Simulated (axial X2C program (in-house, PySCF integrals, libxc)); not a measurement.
**A two-component session on MoSe: properties at the nuclei**

Aim: properties at the nuclei of MoSe, with spin–orbit coupling in the Hamiltonian from the start.

Method: two-component X2C with atomic mean-field terms, Mo dyall-cv3z, Se dyall-cv3z; program: an in-house X2C program for linear molecules on PySCF integrals.

All values are calculated.

## (1) Input

File task.json:

```json
{
 "zs": [
  42,
  34
 ],
 "q": 0,
 "bas": [
  "dyall-cv3z",
  "dyall-cv3z"
 ],
 "r0": 2.28,
 "levels": [
  "PBE0",
  "HF",
  "LDA",
  "BP86",
  "B3LYP"
 ],
 "nst": 3
}
```

Keys: zs atomic numbers; q charge; bas basis sets; r0 starting distance in Å; levels methods (HF also brings MP2); nst determinants followed.

Started as:

```sh
> python soeom.py task.json out
```

After this run come: Expectation values, lowest determinant; Expectation values, a higher determinant; Expectation values, a higher determinant.

Q: Predict the outcome of this session. Wanted: lowest determinant; Eeff magnitude; Ws magnitude Mo; A∥/gI Mo; qzz Mo; higher determinant (for each run or level that gives them).

**Answer**, as computed:

```
                                        quantity                                                         value
                              lowest determinant               Ω = 1 (excess of +ω over −ω: ω = -3/2, ω = 5/2)
                    Eeff magnitude (GV/cm), PBE0                                                         0.525
                     Ws magnitude Mo (kHz), PBE0                                                         0.103
                            A∥/gI Mo (MHz), PBE0                                                           938
                             qzz Mo (a.u.), PBE0                                                          0.25
                              higher determinant                Ω = 3 (excess of +ω over −ω: ω = 1/2, ω = 5/2)
Eeff magnitude (GV/cm), PBE0, higher determinant                                                         0.722
 Ws magnitude Mo (kHz), PBE0, higher determinant                                                        0.0145
        A∥/gI Mo (MHz), PBE0, higher determinant                                                           467
         qzz Mo (a.u.), PBE0, higher determinant                                                          0.31
                              higher determinant  Ω = 2 (excess of +ω over −ω: 2 × ω = 1/2, ω = -3/2, ω = 5/2)
Eeff magnitude (GV/cm), PBE0, higher determinant                                                         0.203
 Ws magnitude Mo (kHz), PBE0, higher determinant                                                        0.0741
        A∥/gI Mo (MHz), PBE0, higher determinant                                                           743
         qzz Mo (a.u.), PBE0, higher determinant                                                          0.15
```

What this shows: In the first state, the effective field runs from 0.0576 to 1.84 GV/cm over the mean-field levels, so the levels don't agree on it. The expectation values come from single determinants, which for open shells can mix terms of unlike spin or miss the lowest Ω, so a determinant need not be a state. Eeff is the effective electric field on the electron dipole moment in this Ω state and Ws the scalar–pseudoscalar constant (defined with the proton number Z and per Ω); A∥ is the parallel hyperfine constant, which follows by multiplying with the nuclear g factor gI = μI/(I μN); qzz is the electric field gradient, eQq0 = 234.96 MHz × Q/barn × qzz; μ is positive if Se is the positive end. The operators were transformed with the bare-nucleus X2C matrices.
